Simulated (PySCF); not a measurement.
# VN3H6S (VS(NH2)3) at 6 levels

Wanted: a comparison of 6 runs (HF/STO-3G, HF/3-21G, HF/def2-SVP, TPSSh/3-21G, B3LYP/6-31G*, TPSSh/pcseg-1) of VN3H6S (VS(NH2)3). The job is set up through a Python script.

Program for the calculation: PySCF 2.14.0.

### Step 1. The molecule

VN3H6S: 11 atoms, total charge 0, spin state singlet. SMILES: `[NH2][V]([NH2])([NH2])=[S]`. The shape comes from GFN2-xTB, which is rough for such elements, and wasn't checked as a minimum. This is one conformer, not always the lowest.

Bond lengths: V1–S2 2.030 Å, V1–N3 1.766 Å, V1–N6 1.766 Å, V1–N9 1.766 Å, N3–H4 1.017 Å, N3–H5 1.017 Å, N6–H7 1.017 Å, N6–H8 1.017 Å, N9–H10 1.017 Å, N9–H11 1.017 Å. Some angles: S2–V1–N3 107.2°, S2–V1–N6 107.2°, S2–V1–N9 107.3°, N3–V1–N6 111.6°, N3–V1–N9 111.7°, N6–V1–N9 111.7°, V1–N3–H4 124.1°, V1–N3–H5 126.3°, V1–N6–H7 126.1°, V1–N6–H8 124.2°.

### Step 2. Energy and gradient at HF/STO-3G (run 1)

File calc.py:

```python
# VS(NH2)3
import pyscf.grad
from pyscf import gto

molecule = gto.Mole()
molecule.atom = '''
V      0.001820    -0.000940     0.342360
S      0.015830     0.000940     2.372490
N      1.685140    -0.026760    -0.191110
H      1.976470     0.042930    -1.163450
H      2.504670    -0.088860     0.407480
N     -0.821440     1.473390    -0.174140
H     -1.160850     2.214660     0.433430
H     -1.043290     1.695980    -1.141820
N     -0.867880    -1.448180    -0.174580
H     -0.961260    -1.743110    -1.143780
H     -1.329220    -2.120060     0.433130
'''
molecule.basis = 'sto-3g'
molecule.max_memory = 1860
molecule.verbose = 3
molecule.spin = 0
molecule.build()

mf = molecule.RHF()
mf.conv_tol = 1e-10
mf.kernel()
if not mf.converged:
    mf = mf.newton().run(mf.mo_coeff, mf.mo_occ)

energy = mf.e_tot
print('E(%s) = %.9f' % ('HF', energy))
grad = mf.Gradients().kernel()
dip = mf.dip_moment()
pop, q = mf.mulliken_pop()
```

The run is started by

```
OMP_NUM_THREADS=1 python calc.py
```

Standard output:

```text
converged SCF energy = -1491.14636100574
[... 9 lines left out ...]
Dipole moment(X, Y, Z, Debye): -0.02601,  0.00023, -3.86934
[... 60 lines left out ...]
charge of   10H =      0.17633
```

Run time: 4.8 s. Hardware: 1 thread of Intel Xeon at 2.70GHz, shared host; peak memory 0.12 GiB.

### Step 3. Energy and forces at HF/3-21G (run 2)

File input.xyz:

```xyz
11

V      0.001820    -0.000940     0.342360
S      0.015830     0.000940     2.372490
N      1.685140    -0.026760    -0.191110
H      1.976470     0.042930    -1.163450
H      2.504670    -0.088860     0.407480
N     -0.821440     1.473390    -0.174140
H     -1.160850     2.214660     0.433430
H     -1.043290     1.695980    -1.141820
N     -0.867880    -1.448180    -0.174580
H     -0.961260    -1.743110    -1.143780
H     -1.329220    -2.120060     0.433130
```

File job.py:

```python
from pyscf import gto, scf

molecule = gto.Mole()
molecule.atom = 'input.xyz'
molecule.basis = '3-21g'
molecule.charge = 0
molecule.verbose = 4
molecule.spin = 0
molecule.max_memory = 1860
molecule.build()

mf = scf.RHF(molecule)
mf.conv_tol = 1e-10
mf.kernel()
if not mf.converged:
    mf = mf.newton().run(mf.mo_coeff, mf.mo_occ)

e_tot = mf.e_tot
print('Final energy', e_tot)
grad = mf.nuc_grad_method().kernel()
mf.analyze()
```

The run is started by

```
OMP_NUM_THREADS=1 python job.py
```

Standard output:

```text
PySCF version 2.14.0

[... 100 lines left out ...]
MO #4   energy= -20.2162256949113  occ= 2
[... 14 lines left out ...]
MO #19  energy= -1.1084602203557   occ= 2
[... 14 lines left out ...]
MO #34  energy= 0.0494414399238781 occ= 0
[... 14 lines left out ...]
MO #49  energy= 0.399681067826239  occ= 0
[... 14 lines left out ...]
MO #64  energy= 1.49550621133382   occ= 0
[... 14 lines left out ...]
MO #79  energy= 2.82974646834798   occ= 0
[... 93 lines left out ...]
Dipole moment(X, Y, Z, Debye): -0.03838,  0.00168, -5.87202
```

Wall time 5.4 s (1 thread of Intel Xeon at 2.70GHz, shared host); peak memory 0.16 GiB.

Runs 3 to 5 aren't shown in full; the table further down has their settings and results.

### Step 4. Energy and gradient at TPSSh/pcseg-1 (run 6)

File run.py:

```python
from pyscf import gto, dft

molecule = gto.Mole()
molecule.atom = '''
V      0.003439    -0.001776     0.646967
S      0.029914     0.001776     4.483356
N      3.184453    -0.050569    -0.361146
H      3.734987     0.081126    -2.198602
H      4.733140    -0.167921     0.770026
N     -1.552297     2.784304    -0.329077
H     -2.193689     4.185101     0.819064
H     -1.971532     3.204938    -2.157727
N     -1.640056    -2.736664    -0.329908
H     -1.816518    -3.294001    -2.161431
H     -2.511862    -4.006333     0.818497
'''
molecule.max_memory = 1860
molecule.spin = 0
molecule.verbose = 4
molecule.unit = 'bohr'
molecule.basis = 'pcseg-1'
molecule.build()

myscf = dft.RKS(molecule, xc='tpssh')
myscf.grids.level = 5
myscf.conv_tol = 1e-10
myscf.kernel()
if not myscf.converged:
    myscf = myscf.newton().run(myscf.mo_coeff, myscf.mo_occ)

e_tot = myscf.e_tot
print('Final energy', e_tot)
grad = myscf.nuc_grad_method().kernel()
dip = myscf.dip_moment()
pop, q = myscf.mulliken_pop()
```

The run is started by

```
OMP_NUM_THREADS=1 python run.py
```

Standard output:

```text
PySCF version 2.14.0

[... 88 lines left out ...]
converged SCF energy = -1510.04230246483
Final energy -1510.0423024648344
[... 12 lines left out ...]
Dipole moment(X, Y, Z, Debye): -0.02624,  0.00023, -3.87616
[... 133 lines left out ...]
charge of   10H =      0.20176
```

Run time: 3 min. Hardware: 1 thread of Intel Xeon at 2.70GHz, shared host; peak memory 1.3 GiB.

### Step 5. All runs side by side

| run | level | integration grid | Cartesian functions | energy (Eh) | dipole moment (D) | HOMO energy (eV) | LUMO energy (eV) | wall time |
| --- | --- | --- | --- | --- | --- | --- | --- | --- |
| 1 | HF/STO-3G | – | no | -1491.146361 | 3.87 | -5.69 | 6.76 | 4.8 s |
| 2 | HF/3-21G | – | no | -1499.743316 | 5.87 | -9.64 | 1.35 | 5.4 s |
| 3 | HF/def2-SVP | – | no | -1506.797069 | 4.14 | -9.58 | 1.92 | 29 s |
| 4 | TPSSh/3-21G | 5 | no | -1502.737729 | 5.53 | -5.53 | -1.88 | 74 s |
| 5 | B3LYP/6-31G* (Cartesian functions) | 5 | yes | -1510.092429 | 4.43 | -6.10 | -1.72 | 82 s |
| 6 | TPSSh/pcseg-1 | 5 | no | -1510.042302 | 3.88 | -5.81 | -2.34 | 3 min |

### Step 6. Summary of results

| quantity | value |
| --- | --- |
| run 6: total energy | -1510.04230 Eh |
| run 6: dipole moment | 3.88 D |
| run 6: HOMO energy | -5.81 eV |
| run 6: LUMO energy | -2.34 eV |
| run 6: HOMO–LUMO gap | 3.47 eV |
| run 6: largest force on an atom | 2.910 eV/Å |

**Reading.** The dipole moment (its size) runs from 3.87 D (HF/STO-3G) to 5.87 D (HF/3-21G). The HOMO–LUMO gap runs from 3.47 eV (TPSSh/pcseg-1) to 12.45 eV (HF/STO-3G). The two ends differ in method and basis. Totals of different functionals can't be ranked against each other. In run 1 the basis is minimal, so the values are rough. All runs together took 6.3 min, the longest 3 min.
